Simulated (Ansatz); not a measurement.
I need energies of removing a hydrogen of CH5BTe, SMILES CB[TeH]. Use Ansatz 0.2.0, Python API. Level of theory (for the species named): r2scan0, x2c-TZVPPall basis, multiplicity 1.

```xyz
8

C    -0.1741    0.7813   -0.6526
B     0.0528    0.0744    0.7043
Te   -0.6161   -2.0222    0.9524
H    -1.2412    0.8669   -0.8570
H     0.1726    1.8551   -0.6279
H     0.2804    0.2998   -1.4925
H     0.6398    0.6378    1.5889
H     0.9780   -2.5503    0.3286
```

`ch5bte_bde.py`
```python
'''X-H bond energies of CH5BTe without relaxation.'''

import ansatz


def energy_of(molecule, charge=0, unpaired=0):
    calc = molecule.calculation().basis(gaussian='x2c-TZVPPall').functional('r2scan0')
    if charge:
        calc = calc.charge(charge)
    if unpaired:
        calc = calc.spin('collinear', total=unpaired)
    return calc.run(threads=1, pin='off').report['free_energy_ev']

def without(molecule, index):
    rest = ansatz.Crystal.molecule()
    for i, site in enumerate(molecule.cartesian_sites):
        if i != index:
            rest = rest.atom(site.symbol, site.position_ang)
    return rest

geometry_ang = [
    ('C', (-0.1741, 0.7813, -0.6526)),
    ('B', (0.0528, 0.0744, 0.7043)),
    ('Te', (-0.6161, -2.0222, 0.9524)),
    ('H', (-1.2412, 0.8669, -0.857)),
    ('H', (0.1726, 1.8551, -0.6279)),
    ('H', (0.2804, 0.2998, -1.4925)),
    ('H', (0.6398, 0.6378, 1.5889)),
    ('H', (0.978, -2.5503, 0.3286)),
]
system = ansatz.Crystal.molecule()
for symbol, xyz in geometry_ang:
    system = system.atom(symbol, xyz)

whole = energy_of(system, 0)
hydrogen = energy_of(ansatz.Crystal.molecule().atom('H', (0, 0, 0)), 0, 1)
print(f'E(molecule) = {whole:.5f} eV, E(H) = {hydrogen:.5f} eV')
for index in [5, 6, 7]:
    radical = energy_of(without(system, index), 0, 1)
    print(f'H{index}: homolysis {96.485332 * (radical + hydrogen - whole):.1f} kJ/mol')
```

```console
$ python ch5bte_bde.py
E(molecule) = -186665.76254 eV, E(H) = -13.60234 eV
H5: homolysis 458.8 kJ/mol
H6: homolysis 423.9 kJ/mol
H7: homolysis 225.9 kJ/mol
```

Caveats:
- Total energies depend on the basis set; only differences at equal settings carry meaning.
- The geometry is a force-field or estimated start, not a minimum of this method, and the basis set is short of its limit. All parts are taken at fixed geometry, without zero-point energy.
- The spin-orbit lowering of heavy atoms is left out.
- Finished in 3 min on 1 thread of Arm Neoverse N1, on a shared host, peak memory 0.62 GiB.
